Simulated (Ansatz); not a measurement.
**H₄NO₂Si radical: small, medium and large basis sets**

An exercise on one series of results from a longer session: the logs are not shown, and one member is left open.

Program: Ansatz 0.2.0, Gaussian basis. Level of theory: one geometry, several basis sets. These are calculated values, not measurements.

Levels to be run: PBE0-D4/def2-SVP; ωB97M-V/def2-SVP; PBE0-D4/def2-QZVPP; ωB97M-V/def2-QZVPP; the functionals' def2-TZVPP values are taken from earlier runs.

## Structure used throughout

An earlier PBE0-D4 in a triple-zeta def2 set relaxation fixed the geometry.

SMILES `N[Si](O)O`, 8 atoms, charge 0, spin multiplicity 2.

Atoms are counted from 1 here; the program's logs count them from 0.

Bond lengths: N1–Si2 1.700 Å, N1–H5 1.006 Å, N1–H6 1.006 Å, Si2–O3 1.651 Å, Si2–O4 1.651 Å, O3–H7 0.958 Å, O4–H8 0.958 Å. Angles: Si2–N1–H5 120.9°, Si2–N1–H6 120.9°, H5–N1–H6 112.9°, N1–Si2–O3 104.3°, N1–Si2–O4 104.3°, O3–Si2–O4 116.1°, Si2–O3–H7 115.7°, Si2–O4–H8 115.7°.

Set-up of the first run:

in.yaml reads:

```yaml
crystal:
  periodic: [false, false, false]
  atoms:
    - {symbol: N, position_ang: [-0.497988, 1.267000, 0.129325]}
    - {symbol: Si, position_ang: [0.096003, -0.243642, -0.376010]}
    - {symbol: O, position_ang: [1.641629, -0.288271, 0.202587]}
    - {symbol: O, position_ang: [-0.956478, -1.334688, 0.277860]}
    - {symbol: H, position_ang: [0.071205, 2.094005, 0.065112]}
    - {symbol: H, position_ang: [-1.483642, 1.467442, 0.110502]}
    - {symbol: H, position_ang: [2.250895, -0.848017, -0.280890]}
    - {symbol: H, position_ang: [-1.029424, -2.171030, -0.184186]}
basis:
  gaussian: {orbitals: def2-SVP}
magnetization: {spin_polarized: true, initial_magnetization: 1}
hamiltonian: {xc: pbe0, dispersion: d4}
output: {orbitals: {seedname: orbitals}}
```

Among the steps run: PBE0-D4 in def2-SVP; ωB97M-V in def2-SVP; PBE0-D4 in def2-QZVPP; ωB97M-V in def2-QZVPP.

One of the session's tables, all rows but one given; the rest of the session is left out.

It belongs to the step «Density functionals: the series». 

| functional | basis | HOMO (eV) | LUMO (eV) |
| --- | --- | --- | --- |
| PBE0-D4 | def2-SVP | -5.07 | -1.34 |
| PBE0-D4 | def2-TZVPP | ? | ? |
| PBE0-D4 | def2-QZVPP | -5.42 | -1.67 |
| ωB97M-V | def2-SVP | -6.87 | 0.27 |
| ωB97M-V | def2-TZVPP | -7.14 | -0.03 |
| ωB97M-V | def2-QZVPP | -7.24 | -0.24 |

Q: Estimate the row for PBE0-D4, def2-TZVPP from the others.

As computed: HOMO (eV): -5.33; LUMO (eV): -1.52. In the column «HOMO (eV)» it lies between PBE0-D4, def2-QZVPP (-5.42) and PBE0-D4, def2-SVP (-5.07).
